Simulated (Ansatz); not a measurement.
# GaNH2 (triplet): wave-function methods side by side, cc-pVDZ

An exercise on one series of results from a longer session: the logs are not shown, and one member is left open.

Program: Ansatz 0.2.0, Gaussian basis. Level of theory: cc-pVDZ, core rule «outside noble gas», up to 15 orbitals frozen. These are calculated values, not measurements.

The runs, in order: UHF; CCSD(T) on ROHF; CCSD(T) on UHF; BCCD(T) on ROHF; CISD; CCSDT(Q) on ROHF; CCSDT(Q) on UHF; CCSDTQ on ROHF.

5 further runs of the same task are left out: 4 for a known fault of the program, 1 set aside as unsound or not needed.

### What is computed

The geometry is a PBE0/def2-TZVP stationary point (not a proven minimum) of the parent state, kept for this charge and spin. No spin-orbit coupling is included. The filled d shell of Ga may be among the frozen orbitals whatever the setting's name suggests; the logs give the count.

4 atoms, charge 0, spin multiplicity 3.

Atoms are counted from 1 here; the program's logs count them from 0.

Bond lengths: N1–Ga2 1.870 Å, N1–H3 1.011 Å, N1–H4 1.011 Å. Angles: Ga2–N1–H3 125.2°, Ga2–N1–H4 125.2°, H3–N1–H4 109.5°.

Set-up of the first run:

The input, in.yaml:

```yaml
crystal:
  periodic: [false, false, false]
  atoms:
    - {symbol: N, position_ang: [0.000000, 0.000000, 1.506801]}
    - {symbol: Ga, position_ang: [0.000000, 0.000000, -0.363134]}
    - {symbol: H, position_ang: [0.000000, 0.825767, 2.090162]}
    - {symbol: H, position_ang: [0.000000, -0.825767, 2.090162]}
basis:
  gaussian: {orbitals: cc-pVDZ}
magnetization: {spin_polarized: true, initial_magnetization: 2}
hamiltonian: {xc: hf}
output: {orbitals: {seedname: orbitals}}
```

Launch:

```console
ansatz run in.yaml --threads 1 --pin off --events-out ev --progress --plain --max-ram 2816MiB --backend cpu
```

Among the steps run: UHF; CCSD(T) on ROHF; CCSD(T) on UHF; BCCD(T) on ROHF; CISD; CCSDT(Q) on ROHF; CCSDT(Q) on UHF; CCSDTQ on ROHF.

One table of the session follows, with a row left open; its other results are not shown here.

```
   method  from RCCSDTQ (kJ/mol)
     ROHF                 +606.5
      UHF                 +601.8
     RMP2                  +62.4
     UMP2                  +59.6
    RCCSD                  +20.8
    UCCSD                  +19.2
 RCCSD(T)                   +3.3
 UCCSD(T)                   +1.8
  BCCD(T)                   +3.5
   RCCSDT                   +1.6
   UCCSDT                    0.0
RCCSDT(Q)                   -0.1
UCCSDT(Q)                      ?
  RCCSDTQ                      0
```

Q: Estimate the row for UCCSDT(Q) from the others.

As computed: from RCCSDTQ (kJ/mol): -1.9. In the column «from RCCSDTQ (kJ/mol)» it is the lowest.

Caveats from the session: Restricted and unrestricted rows rest on different reference determinants; where their highest levels disagree by more than a few hundredths of an eV, they describe different states and don't form one ladder.
